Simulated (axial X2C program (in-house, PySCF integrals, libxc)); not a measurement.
# RuH: bond curves with and without spin–orbit coupling

What are the state, bond length, wavenumber and bond energy of RuH, and what does spin–orbit coupling change?

Computed with an in-house X2C program for linear molecules on PySCF integrals. Level: all-electron X2C, Ru dyall-cv3z, H dyall-v3z.

All values are calculated.

## (1) Input

File task.json:

```json
{"zs": [44, 1], "q": 0, "bas": ["dyall-cv3z", "dyall-v3z"], "levels": ["PBE0", "HF", "BP86"], "cc": true, "r0": 1.57, "thr": -2.0, "nmax": 110, "npts": 10, "nst": 2, "ntry": 8}
```

Keys: zs atomic numbers; q charge; bas basis sets; levels methods (HF also brings MP2); cc coupled cluster on or off; r0 starting distance in Å; thr threshold in hartree for freezing inner shells (an s shell follows its p shell); nmax most natural virtual spinors; npts points asked for on the curve; nst determinants followed; ntry starts of the search.

Launch:

```bash
$ python so2c.py task.json out
```

Spin-free means the one-electron spin-free X2C Hamiltonian; two-component (2c) means X2C with spin–orbit coupling and atomic mean-field two-electron Coulomb and Gaunt terms. Basis: Ru dyall-cv3z contracted to [12s12p8d5f3g], H dyall-v3z contracted to [6s2p1d]; Gaussian nuclei, density fitting. Masses: Ru 101.904 u, H 1.008 u.

Notation: σ, π±, δ± give the projection m of an orbital's angular momentum (0, ±1, ±2), α and β its spin, Λ and M_S the sums; ω is the projection of a spinor's total angular momentum and Ω the sum. Logs are in hartree.

The results follow Hamiltonian by Hamiltonian and level by level.

## (2) Search for the lowest determinant

Determinants are compared with PBE0 at 1.570 Å.

Spin-free determinants:

```
ΔE (eV)             state                                             open shells
   0.00  M_S = 3/2, Λ = 0                      beyond closed shells: σα, δ+α, δ-α
   0.36  M_S = 3/2, Λ = 3  beyond closed shells: σα, π+α, π+β, π-α, δ+α, δ+β, δ-α
   0.50  M_S = 3/2, Λ = 1  beyond closed shells: σα, π+α, π-α, π-β, δ+α, δ+β, δ-α
   0.70  M_S = 3/2, Λ = 2           beyond closed shells: π+α, π-α, δ+α, δ+β, δ-α
   0.77  M_S = 3/2, Λ = 1           beyond closed shells: π+α, π+β, π-α, δ+α, δ-α
   0.96  M_S = 3/2, Λ = 0                      beyond closed shells: σα, π+α, π-α
   1.16  M_S = 1/2, Λ = 0                      beyond closed shells: σβ, δ+α, δ-α
```

Two-component determinants:

```
ΔE (eV)    state                                       open shells
   0.00  Ω = 3/2  excess of +ω over −ω: ω = 1/2, ω = -3/2, ω = 5/2
   0.20  Ω = 9/2   excess of +ω over −ω: ω = 1/2, ω = 3/2, ω = 5/2
   0.44  Ω = 5/2                     excess of +ω over −ω: ω = 5/2
   0.53  Ω = 3/2                     excess of +ω over −ω: ω = 3/2
   0.55  Ω = 1/2                     excess of +ω over −ω: ω = 1/2
   0.58  Ω = 7/2  excess of +ω over −ω: ω = -1/2, ω = 3/2, ω = 5/2
   0.72  Ω = 5/2                     excess of +ω over −ω: ω = 5/2
```

## (3) PBE0, spin-free

State followed: M_S = 3/2, Λ = 0 (beyond closed shells: σα, δ+α, δ-α). The scan is laid around 1.585 Å, a first estimate of the minimum, and this SCF restarts from the orbitals of the search.

The SCF at the reference distance of 1.585 Å:

```text
spin-free X2C-1e  PBE0
basis functions 167  fitting functions 766  grid points 5070
iter        total energy     max residual
   1      -4530.303516940     2.56e+00
   2      -4530.653854897     7.51e-03
   3      -4530.652182004     1.39e-02
   4      -4530.654921934     1.23e-03
   5      -4530.654932105     5.67e-04
   6      -4530.654936234     1.87e-04
   7      -4530.654937056     2.77e-05
   8      -4530.654937099     9.51e-06
   9      -4530.654937109     1.80e-06
  10      -4530.654937109     9.06e-07
converged
one-electron -6276.73311853  Coulomb 1866.26785589  exact exchange -33.19630718  xc functional -101.68346021  nuclear repulsion 14.69009292
```

Along the bond, energies from the lowest point:

```csv
R (Å),E (eV),μ (D),HOMO (eV),LUMO (eV),iterations
1.379,0.4118,-1.81,-5.70,-2.11,12
1.442,0.1757,-1.95,-5.69,-2.10,12
1.490,0.0713,-2.05,-5.68,-2.09,11
1.537,0.0159,-2.15,-5.68,-2.08,11
1.585,0.0000,-2.25,-5.68,-2.08,10
1.641,0.0215,-2.36,-5.69,-2.08,12
1.696,0.0767,-2.48,-5.70,-2.08,11
1.767,0.1843,-2.62,-5.71,-2.09,12
1.854,0.3546,-2.78,-5.74,-2.11,12
1.981,0.6462,-3.00,-5.78,-2.15,12
```

Dipoles are positive if H is the positive end.

Outer orbitals at the reference distance:

```json
{"symmetry": "σα", "occupied": "yes", "ε (eV)": "-8.97", "atomic character": "57% Ru d, 34% H s, 5% Ru s"}
{"symmetry": "σβ", "occupied": "yes", "ε (eV)": "-8.43", "atomic character": "51% H s, 29% Ru d, 14% Ru s"}
{"symmetry": "δ-α", "occupied": "yes", "ε (eV)": "-8.00", "atomic character": "100% Ru d"}
{"symmetry": "δ+α", "occupied": "yes", "ε (eV)": "-8.00", "atomic character": "100% Ru d"}
{"symmetry": "π-α", "occupied": "yes", "ε (eV)": "-6.79", "atomic character": "97% Ru d, 2% H p"}
{"symmetry": "π+α", "occupied": "yes", "ε (eV)": "-6.79", "atomic character": "97% Ru d, 2% H p"}
{"symmetry": "σα", "occupied": "yes", "ε (eV)": "-6.09", "atomic character": "54% Ru s, 26% Ru d, 19% H s"}
{"symmetry": "π-β", "occupied": "yes", "ε (eV)": "-5.68", "atomic character": "96% Ru d, 2% H p"}
{"symmetry": "π+β", "occupied": "yes", "ε (eV)": "-5.68", "atomic character": "96% Ru d, 2% H p"}
{"symmetry": "σβ", "occupied": "no", "ε (eV)": "-2.08", "atomic character": "61% Ru s, 28% Ru d, 6% H s"}
{"symmetry": "δ-β", "occupied": "no", "ε (eV)": "-1.85", "atomic character": "100% Ru d"}
{"symmetry": "δ+β", "occupied": "no", "ε (eV)": "-1.85", "atomic character": "100% Ru d"}
{"symmetry": "σα", "occupied": "no", "ε (eV)": "-1.49", "atomic character": "63% Ru p, 18% Ru s, 9% H s"}
```

PBE0 fields in the half plane through the axis: z from -2.4 to 3.9 Å across, distance from the axis 0.15 to 2.25 Å upwards; Ru lies at z = 0 and H at z = 1.585 Å; the ELF is damped to zero where the density is low.

log10 density (e/bohr³). Ten even steps from '0' (-5.31 ) to '9' (1.72 ):
```
1122233333332222111000
1222333333333332221100
1223344444444333222110
2233444554444443322210
2234455555555444332211
2234456666655554433211
2234566777666655443221
2234567898766665443221
```

ELF. Ten even steps from '0' (0.00 ) to '9' (1.00 ):
```
0000011111111000000000
0001122212222110000000
0001233312223333100000
0001233322233456520000
0001234323334688862000
0000135656435899985000
0000037747637999997200
0000026161538999998200
```

Re = 1.583 Å, ωe = 1968 cm⁻¹, ωexe = 34.9 cm⁻¹, Be = 6.741 cm⁻¹, De = 2.77 eV, μ = -2.25 D.

## (4) HF, spin-free

Output at 1.585 Å:

```text
spin-free X2C-1e  HF
basis functions 167  fitting functions 766  grid points 5070
iter        total energy     max residual
   1      -4528.560398444     3.73e-01
   2      -4528.582718456     1.03e-02
   3      -4528.584875298     7.17e-03
   4      -4528.585528883     3.90e-03
   5      -4528.585948058     2.44e-03
   6      -4528.586164252     8.06e-04
   7      -4528.586223377     5.47e-04
   8      -4528.586249148     2.56e-04
   9      -4528.586252697     1.56e-04
  10      -4528.586253618     4.68e-05
  11      -4528.586253679     1.28e-05
  12      -4528.586253688     5.54e-06
  13      -4528.586253690     3.17e-06
  14      -4528.586253691     1.24e-06
converged
one-electron -6276.48084318  Coulomb 1866.09981635  exact exchange -132.89531979  xc functional 0.00000000  nuclear repulsion 14.69009292
```

Re = 1.674 Å, ωe = 1661 cm⁻¹, ωexe = 30.8 cm⁻¹, Be = 6.032 cm⁻¹, De = 1.26 eV, μ = -3.51 D.

## (5) BP86, spin-free

Output at 1.585 Å:

```text
spin-free X2C-1e  BP86
basis functions 167  fitting functions 766  grid points 5070
iter        total energy     max residual
   1      -4531.549008501     1.66e-01
   2      -4531.552391027     7.12e-03
   3      -4531.550877660     1.35e-02
   4      -4531.553155575     1.63e-03
   5      -4531.553179124     9.86e-04
   6      -4531.553209970     1.89e-04
   7      -4531.553210857     4.97e-05
   8      -4531.553210928     2.00e-05
   9      -4531.553210939     4.40e-06
  10      -4531.553210940     4.77e-07
converged
one-electron -6276.36633350  Coulomb 1865.87445903  exact exchange 0.00000000  xc functional -135.75142939  nuclear repulsion 14.69009292
```

Re = 1.581 Å, ωe = 2002 cm⁻¹, ωexe = 36.3 cm⁻¹, Be = 6.762 cm⁻¹, De = 3.16 eV, μ = -1.82 D.

## (6) MP2 and beyond, spin-free

Correlated methods: 9 electrons correlated (frozen shells, counted by type: Ru 4 s, 3 p, 1 d; H none), 223 virtual spinors in MP2, 110 natural virtuals in coupled cluster.

Output of the correlated part at 1.585 Å:

```text
correlated 9  virtual 223  natural virtual 110  E(MP2) -0.241244136  MP2 remainder -0.004937491
iter   CCSD correlation   residual
   1     -0.233000249   9.88e-02
   2     -0.238374073   4.90e-02
   3     -0.241048521   2.86e-02
   4     -0.241676809   1.26e-02
   5     -0.241934250   5.11e-03
   6     -0.241986144   2.17e-03
   7     -0.241983380   8.21e-04
   8     -0.241989700   3.64e-04
   9     -0.241983848   1.55e-04
  10     -0.241984047   6.97e-05
  11     -0.241982976   2.89e-05
  12     -0.241983222   1.35e-05
  13     -0.241983259   6.78e-06
  14     -0.241983405   3.57e-06
  15     -0.241983478   1.77e-06
  16     -0.241983518   9.42e-07
  17     -0.241983539   4.53e-07
  18     -0.241983542   1.91e-07
(T) -0.011874139  T1 0.0453  D1 0.1175  max T2 0.061
```

T1 in the output is the amplitude norm over the root of the electron number; divide by √2 for the Lee–Taylor value.

MP2: Re = 1.565 Å, ωe = 2002 cm⁻¹, Be = 6.893 cm⁻¹, De = 2.45 eV.

CCSD: Re = 1.593 Å, ωe = 1920 cm⁻¹, ωexe = 36.3 cm⁻¹, Be = 6.655 cm⁻¹, De = 2.59 eV. T1 at Re = 0.032 (Lee–Taylor, the printed value over √2).

CCSD(T): Re = 1.589 Å, ωe = 1940 cm⁻¹, ωexe = 37 cm⁻¹, Be = 6.69 cm⁻¹, De = 2.68 eV. T1 at Re = 0.032 (Lee–Taylor, the printed value over √2).

## (7) A higher determinant, spin-free

State: M_S = 3/2, Λ = 3 (beyond closed shells: σα, π+α, π+β, π-α, δ+α, δ+β, δ-α).

Output at the reference distance:

```text
spin-free X2C-1e  PBE0
basis functions 167  fitting functions 766  grid points 5070
iter        total energy     max residual
   1      -4530.289383029     2.58e+00
   2      -4530.640691057     7.95e-03
   3      -4530.638942134     1.42e-02
   4      -4530.641789201     1.29e-03
   5      -4530.641800343     5.79e-04
   6      -4530.641804287     1.96e-04
   7      -4530.641805064     3.15e-05
   8      -4530.641805135     1.06e-05
   9      -4530.641805145     1.97e-06
  10      -4530.641805145     8.74e-07
converged
one-electron -6277.07464668  Coulomb 1866.60647590  exact exchange -33.19503102  xc functional -101.66869627  nuclear repulsion 14.69009292
```

```csv
R (Å),E above the lowest PBE0 point (eV)
1.379,0.870
1.442,0.598
1.490,0.470
1.537,0.393
1.585,0.357
1.641,0.358
1.696,0.394
1.767,0.480
1.854,0.628
```

Re = 1.611 Å, ωe = 1895 cm⁻¹, ωexe = 34 cm⁻¹, Be = 6.506 cm⁻¹, μ = -2.39 D. Te = 0.35 eV.

## (8) The spin-free curves together

Energy (eV) of the followed determinant, spin-free, from each level's lowest point:

```csv
R (Å),PBE0,HF,MP2,CCSD,CCSD(T),BP86
1.379,0.412,0.691,0.344,n/a,n/a,0.413
1.442,0.176,0.382,0.133,0.196,0.188,0.174
1.490,0.071,0.222,0.045,0.085,0.079,0.069
1.537,0.016,0.112,0.003,0.023,0.020,0.014
1.585,0.000,0.043,0.000,0.000,0.000,0.000
1.641,0.022,0.003,0.034,0.014,0.017,0.024
1.696,0.077,0.000,0.101,0.061,0.067,0.082
1.767,0.184,0.037,0.221,0.158,0.168,0.195
1.854,0.355,0.126,0.406,n/a,n/a,0.371
1.981,0.646,0.312,0.718,n/a,n/a,0.672
```

## (9) PBE0, 2c

State followed: Ω = 3/2 (excess of +ω over −ω: ω = 1/2, ω = -3/2, ω = 5/2). The scan is laid around 1.585 Å, a first estimate of the minimum, and this SCF restarts from the orbitals of the search.

Output at 1.585 Å:

```text
two-component X2C + atomic mean field  PBE0
basis functions 167  fitting functions 766  grid points 5070
iter        total energy     max residual
   1      -4528.463489738     2.56e+00
   2      -4528.815646752     7.56e-03
   3      -4528.813968052     1.39e-02
   4      -4528.816717527     1.24e-03
   5      -4528.816727744     5.64e-04
   6      -4528.816731850     1.85e-04
   7      -4528.816732666     2.67e-05
   8      -4528.816732705     9.13e-06
   9      -4528.816732714     1.82e-06
  10      -4528.816732714     9.09e-07
converged
one-electron -6271.73321296  Coulomb 1865.26732042  exact exchange -33.17688153  xc functional -101.62560662  nuclear repulsion 14.69009292  atomic mean-field constant -2.23844495
```

Along the bond, energies from the lowest point:

```csv
R (Å),E (eV),μ (D),HOMO (eV),LUMO (eV),iterations
1.379,0.4138,-1.81,-5.65,-2.12,13
1.442,0.1771,-1.95,-5.64,-2.10,14
1.490,0.0723,-2.05,-5.63,-2.09,13
1.537,0.0163,-2.15,-5.63,-2.09,12
1.585,0.0000,-2.25,-5.64,-2.08,10
1.641,0.0210,-2.36,-5.64,-2.08,13
1.696,0.0757,-2.48,-5.65,-2.08,12
1.767,0.1828,-2.62,-5.67,-2.09,13
1.854,0.3525,-2.78,-5.69,-2.11,13
1.981,0.6437,-3.00,-5.74,-2.15,14
```

Dipoles are positive if H is the positive end.

Outer spinors at the reference distance:

```csv
ω,occupied,ε (eV),atomic character,λ mixture
1/2,yes,-8.98,"57% Ru d, 34% H s, 5% Ru s",100% σ
-1/2,yes,-8.45,"50% H s, 29% Ru d, 14% Ru s",100% σ
-3/2,yes,-8.13,100% Ru d,100% δ
5/2,yes,-7.86,100% Ru d,100% δ
-1/2,yes,-6.86,"96% Ru d, 2% H p","99% π, 1% σ"
3/2,yes,-6.75,"97% Ru d, 2% H p","99% π, 1% δ"
1/2,yes,-6.11,"52% Ru s, 29% Ru d, 19% H s","95% σ, 5% π"
1/2,yes,-5.74,"94% Ru d, 3% Ru s, 2% H p","95% π, 5% σ"
-3/2,yes,-5.64,"96% Ru d, 2% H p",100% π
-1/2,no,-2.08,"61% Ru s, 28% Ru d, 6% H s",100% σ
3/2,no,-1.95,100% Ru d,"99% δ, 1% π"
-5/2,no,-1.75,100% Ru d,100% δ
1/2,no,-1.48,"63% Ru p, 18% Ru s, 9% H s",100% σ
```

PBE0 fields in the half plane through the axis: z from -2.4 to 3.9 Å across, distance from the axis 0.15 to 2.25 Å upwards; Ru lies at z = 0 and H at z = 1.585 Å; the ELF is damped to zero where the density is low.

log10 density (e/bohr³). Ten even steps from ' ' (-5.31 ) to '@' (1.72 ):
```
....::::::--------------::::::::......      
..::::::----------------------::::::....    
..::::----================------::::::....  
::::----======++++============----::::....  
::::--====++++++++++++++++======----::::....
::::--====++**********++++++++====----::....
::::--==++****######********++++====--::::..
::::--==++**##%%@@%%##********++====--::::..
```

ELF. Ten even steps from '0' (0.00 ) to '9' (1.00 ):
```
0000011111111000000000
0001122212222110000000
0001233212223333100000
0001233322233456520000
0001234323334688862000
0000135656435899985000
0000037747637999997200
0000026161538999998200
```

Re = 1.584 Å, ωe = 1966 cm⁻¹, ωexe = 34.8 cm⁻¹, Be = 6.735 cm⁻¹, De = 2.66 eV, μ = -2.25 D.

## (10) HF, 2c

The SCF at the reference distance of 1.585 Å:

```text
two-component X2C + atomic mean field  HF
basis functions 167  fitting functions 766  grid points 5070
iter        total energy     max residual
   1      -4526.721770701     3.74e-01
   2      -4526.744136488     1.02e-02
   3      -4526.746303923     7.11e-03
   4      -4526.746963589     3.85e-03
   5      -4526.747389246     2.40e-03
   6      -4526.747613883     7.92e-04
   7      -4526.747678853     5.24e-04
   8      -4526.747711299     3.69e-04
   9      -4526.747718694     3.37e-04
  10      -4526.747724032     2.95e-04
  11      -4526.747727578     2.54e-04
  12      -4526.747732533     1.76e-04
  13      -4526.747736540     5.44e-05
  14      -4526.747736912     1.67e-05
  15      -4526.747736954     6.34e-06
  16      -4526.747736959     4.67e-06
  17      -4526.747736962     2.80e-06
  18      -4526.747736963     1.84e-06
converged
one-electron -6271.47441009  Coulomb 1865.09149541  exact exchange -132.81647026  xc functional 0.00000000  nuclear repulsion 14.69009292  atomic mean-field constant -2.23844495
```

Re = 1.675 Å, ωe = 1660 cm⁻¹, ωexe = 30.3 cm⁻¹, Be = 6.023 cm⁻¹, De = 1.16 eV, μ = -3.52 D.

## (11) BP86, 2c

Output at 1.585 Å:

```text
two-component X2C + atomic mean field  BP86
basis functions 167  fitting functions 766  grid points 5070
iter        total energy     max residual
   1      -4529.710486794     1.66e-01
   2      -4529.713894325     7.09e-03
   3      -4529.712392972     1.35e-02
   4      -4529.714652092     1.62e-03
   5      -4529.714674331     9.83e-04
   6      -4529.714705060     1.87e-04
   7      -4529.714705922     4.92e-05
   8      -4529.714705991     1.98e-05
   9      -4529.714706002     4.35e-06
  10      -4529.714706002     4.71e-07
converged
one-electron -6271.36783115  Coulomb 1864.87572242  exact exchange 0.00000000  xc functional -135.67424525  nuclear repulsion 14.69009292  atomic mean-field constant -2.23844495
```

Re = 1.581 Å, ωe = 2000 cm⁻¹, ωexe = 36.4 cm⁻¹, Be = 6.758 cm⁻¹, De = 3.12 eV, μ = -1.82 D.

## (12) Correlated methods, 2c

Correlated methods: 9 electrons correlated (frozen shells, counted by type: Ru 4 s, 3 p, 1 d; H none), 222 virtual spinors in MP2, 110 natural virtuals in coupled cluster.

Output of the correlated part at 1.585 Å:

```text
correlated 9  virtual 222  natural virtual 110  E(MP2) -0.241213283  MP2 remainder -0.005022093
iter   CCSD correlation   residual
   1     -0.232984624   9.90e-02
   2     -0.238378403   4.94e-02
   3     -0.241066195   2.91e-02
   4     -0.241718741   1.31e-02
   5     -0.241991134   5.54e-03
   6     -0.242049143   2.51e-03
   7     -0.242046372   1.08e-03
   8     -0.242053977   5.79e-04
   9     -0.242045534   3.26e-04
  10     -0.242045760   2.04e-04
  11     -0.242043479   1.30e-04
  12     -0.242045006   8.49e-05
  13     -0.242045455   5.21e-05
  14     -0.242046561   3.07e-05
  15     -0.242046859   1.66e-05
  16     -0.242047100   9.01e-06
  17     -0.242047137   4.54e-06
  18     -0.242047151   2.52e-06
(T) -0.011908814  T1 0.0456  D1 0.1178  max T2 0.063
```

MP2: Re = 1.567 Å, ωe = 1997 cm⁻¹, Be = 6.878 cm⁻¹, De = 2.35 eV.

CCSD: Re = 1.596 Å, ωe = 1913 cm⁻¹, ωexe = 36.9 cm⁻¹, Be = 6.636 cm⁻¹, De = 2.49 eV. T1 at Re = 0.032 (Lee–Taylor, the printed value over √2).

CCSD(T): Re = 1.591 Å, ωe = 1932 cm⁻¹, ωexe = 37.8 cm⁻¹, Be = 6.669 cm⁻¹, De = 2.58 eV. T1 at Re = 0.032 (Lee–Taylor, the printed value over √2).

## (13) A higher determinant, 2c

State: Ω = 9/2 (excess of +ω over −ω: ω = 1/2, ω = 3/2, ω = 5/2).

Output at the reference distance:

```text
two-component X2C + atomic mean field  PBE0
basis functions 167  fitting functions 766  grid points 5070
iter        total energy     max residual
   1      -4528.455383851     2.59e+00
   2      -4528.808604474     7.98e-03
   3      -4528.806855716     1.42e-02
   4      -4528.809706564     1.29e-03
   5      -4528.809717793     5.81e-04
   6      -4528.809721784     1.95e-04
   7      -4528.809722560     3.08e-05
   8      -4528.809722626     1.03e-05
   9      -4528.809722636     1.98e-06
  10      -4528.809722636     8.74e-07
converged
one-electron -6272.13334585  Coulomb 1865.66065968  exact exchange -33.17596246  xc functional -101.61272197  nuclear repulsion 14.69009292  atomic mean-field constant -2.23844495
```

```csv
R (Å),E above the lowest PBE0 point (eV)
1.379,0.704
1.442,0.432
1.490,0.304
1.537,0.227
1.585,0.191
1.641,0.191
1.696,0.227
1.767,0.313
1.854,0.460
```

Re = 1.612 Å, ωe = 1893 cm⁻¹, ωexe = 33.9 cm⁻¹, Be = 6.504 cm⁻¹, μ = -2.39 D. Te = 0.19 eV.

## (14) The 2c curves together

Energy (eV) of the followed determinant, 2c, from each level's lowest point:

```csv
R (Å),PBE0,HF,MP2,CCSD,CCSD(T),BP86
1.379,0.414,0.696,0.349,n/a,n/a,0.415
1.442,0.177,0.386,0.136,0.200,0.193,0.175
1.490,0.072,0.225,0.047,0.088,0.083,0.070
1.537,0.016,0.114,0.004,0.024,0.022,0.015
1.585,0.000,0.044,0.000,0.000,0.000,0.000
1.641,0.021,0.004,0.033,0.012,0.015,0.024
1.696,0.076,0.000,0.098,0.057,0.064,0.082
1.767,0.183,0.036,0.217,0.153,0.162,0.193
1.854,0.353,0.125,0.401,n/a,n/a,0.369
1.981,0.644,0.311,0.712,n/a,n/a,0.669
```

The whole job took 1.7 min on 1 thread of AMD EPYC 9R45 (Zen 5), shared host; peak memory 0.78 GiB.

## (15) What came out

Lowest determinant that the search found at its distance, spin-free: M_S = 3/2, Λ = 0 (beyond closed shells: σα, δ+α, δ-α).

Lowest determinant that the search found at its distance, 2c: Ω = 3/2 (excess of +ω over −ω: ω = 1/2, ω = -3/2, ω = 5/2).

| Hamiltonian | level | Re (Å) | ωe (cm⁻¹) | De (eV) | μ (D) |
| --- | --- | --- | --- | --- | --- |
| spin-free | PBE0 | 1.583 | 1968 | 2.77 | -2.25 |
| spin-free | HF | 1.674 | 1661 | 1.26 | -3.51 |
| spin-free | MP2 | 1.565 | 2002 | 2.45 | n/a |
| spin-free | CCSD | 1.593 | 1920 | 2.59 | n/a |
| spin-free | CCSD(T) | 1.589 | 1940 | 2.68 | n/a |
| spin-free | BP86 | 1.581 | 2002 | 3.16 | -1.82 |
| 2c | PBE0 | 1.584 | 1966 | 2.66 | -2.25 |
| 2c | HF | 1.675 | 1660 | 1.16 | -3.52 |
| 2c | MP2 | 1.567 | 1997 | 2.35 | n/a |
| 2c | CCSD | 1.596 | 1913 | 2.49 | n/a |
| 2c | CCSD(T) | 1.591 | 1932 | 2.58 | n/a |
| 2c | BP86 | 1.581 | 2000 | 3.12 | -1.82 |

Dipoles are positive if H is the positive end.

Time per point (s) on 1 thread of AMD EPYC 9R45 (Zen 5), shared host (2c runs; CCSD comes with the CCSD(T) run); the times are rough: PBE0 0.33, HF 0.26, MP2 0.32, CCSD(T) 4.4, BP86 0.18.

In words: At CCSD(T), going from spin-free to two-component changes Re by +2 mÅ, ωe by -0.4 %; the spin-free picture holds up (part of it comes from the scalar share of the two-electron terms). De moves by -0.10 eV; both De rest on single-determinant atoms, which can miss part of an open shell's spin–orbit lowering.

De refers to Ru + H, each in the lowest determinant found, which need not be this curve's own limit. The state is a single determinant with fixed occupations, the lowest that a limited PBE0 search found. De is counted from the lowest determinant-based energies of the atoms at the same level, without counterpoise correction. Density functionals use the spin component along the axis (collinear). Coupled cluster ran in a truncated set of natural virtual spinors; the MP2 energy of the rest was added. With several unpaired electrons one determinant need not be a pure state. The spin-free determinant is spin-contaminated at some levels, which hurts MP2 most. T1 at Re is 0.032 (Lee–Taylor), above the customary mark of 0.02.
